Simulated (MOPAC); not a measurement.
# How the settings of MOPAC move a run on ZnSe

Simulated with MOPAC 23.2.5. This is a test of settings. The cell was built from a prototype and was relaxed with r2SCAN in plane waves (Ansatz 0.2.0). Not every such cell is a known phase. All runs are without spin polarisation.

The symmetry is F-43m (No. 216, cubic); conventional cell a = 5.665 Å, 22.72 Å³ an atom. Zn is surrounded by 4 Se at 2.45 Å; Se is surrounded by 4 Zn at 2.45 Å.

The base run uses PM7 on a cluster of 64 atoms.

```
PM7 1SCF GRADIENTS AUX(PRECISION=6) THREADS=1
crystal as a cluster of 2x2x2 conventional cells

Zn 8.497262 1 0.000000 1 -8.497262 1
Se 9.913472 1 1.416210 1 -7.081052 1
Zn 2.832421 1 0.000000 1 -8.497262 1
Se 4.248631 1 1.416210 1 -7.081052 1
Zn 5.664841 1 2.832421 1 -8.497262 1
Se 7.081052 1 4.248631 1 -7.081052 1
Zn 8.497262 1 5.664841 1 -8.497262 1
Se 9.913472 1 7.081052 1 -7.081052 1
Zn 5.664841 1 0.000000 1 -5.664841 1
Se 7.081052 1 1.416210 1 -4.248631 1
Zn 8.497262 1 2.832421 1 -5.664841 1
Se 9.913472 1 4.248631 1 -4.248631 1
Zn 8.497262 1 0.000000 1 -2.832421 1
Se 9.913472 1 1.416210 1 -1.416210 1
Zn 0.000000 1 2.832421 1 -8.497262 1
Se 1.416210 1 4.248631 1 -7.081052 1
Zn 2.832421 1 5.664841 1 -8.497262 1
Se 4.248631 1 7.081052 1 -7.081052 1
Zn 5.664841 1 8.497262 1 -8.497262 1
Se 7.081052 1 9.913472 1 -7.081052 1
Zn 0.000000 1 0.000000 1 -5.664841 1
Se 1.416210 1 1.416210 1 -4.248631 1
[... 28 lines left out ...]
Zn 0.000000 1 0.000000 1 0.000000 1
Se 1.416210 1 1.416210 1 -9.913472 1
Zn 2.832421 1 2.832421 1 0.000000 1
Se 4.248631 1 4.248631 1 -9.913472 1
Zn 5.664841 1 5.664841 1 0.000000 1
Se 7.081052 1 7.081052 1 -9.913472 1
Zn 8.497262 1 8.497262 1 0.000000 1
Se 9.913472 1 9.913472 1 -9.913472 1
Zn 0.000000 1 8.497262 1 -2.832421 1
Se 1.416210 1 9.913472 1 -1.416210 1
Zn 0.000000 1 5.664841 1 0.000000 1
Se 1.416210 1 7.081052 1 -9.913472 1
Zn 2.832421 1 8.497262 1 0.000000 1
Se 4.248631 1 9.913472 1 -9.913472 1
Tv 11.329683 1 0.000000 1 0.000000 1
Tv 0.000000 1 0.000000 1 -11.329683 1
Tv 0.000000 1 11.329683 1 0.000000 1
```

Command: `mopac run.mop`. It took 1.7 s on 1 thread of Arm Neoverse V2, with other jobs on the host, peak memory 0.021 GiB.

It converged with no gap at the points read. MOPAC's gap is a Hartree-Fock orbital gap, usually far wider than a measured one, and its energy is the heat of formation.

Each further run moved one setting: method (Hamiltonian); CHARGE (charge of the cell); cluster (size of the cluster in conventional cells). Changes are from the base run, which isn't itself converged in every setting; energies of another Hamiltonian, functional, basis or charge aren't compared.

| setting | how it ended | gap change (eV) | energy change (meV/atom) | time (s) |
| --- | --- | --- | --- | --- |
| method = MNDOD | refused | – | – | 0.04 |
| method = PM3 | converged | 6.02 | – | 2 |
| method = PM6-ORG | converged | 2.18 | – | 2.7 |
| method = RM1 | refused | – | – | 0.04 |
| CHARGE = 2 (poor on purpose) | refused | – | – | 0.04 |
| cluster = 1x1x1 (poor on purpose) | refused | – | – | 0.04 |

With method = MNDOD nothing was computed: the Hamiltonian has no parameters for an element here. With method = RM1 nothing was computed: the Hamiltonian has no parameters for an element here. With CHARGE = 2 nothing was computed: the program refuses a charged unit cell. With cluster = 1x1x1 nothing was computed: the program refuses so small a cluster.

The end of the log, shortened, for method = MNDOD:

```
    NO.       ATOM           X           Y           Z
 Zn: (MNDO/d): W.THIEL AND A.A.VOITYUK, J. PHYS. CHEM., 100, 616 (1996)
 DATA ARE NOT AVAILABLE FOR ELEMENT NO. 34
          SOME ELEMENTS HAVE BEEN SPECIFIED FOR WHICH
          NO PARAMETERS ARE AVAILABLE.  CALCULATION STOPPED.
          Parameters for some elements are missing
           Empirical Formula: Zn32 Se32  =    64 atoms
 *     Error and normal termination messages reported in this calculation     *
 * Parameters for some elements are missing                                   *
 * JOB ENDED NORMALLY                                                         *
 TOTAL JOB TIME:             0.00 SECONDS
 == MOPAC DONE ==
```

Spin-orbit coupling is left out.
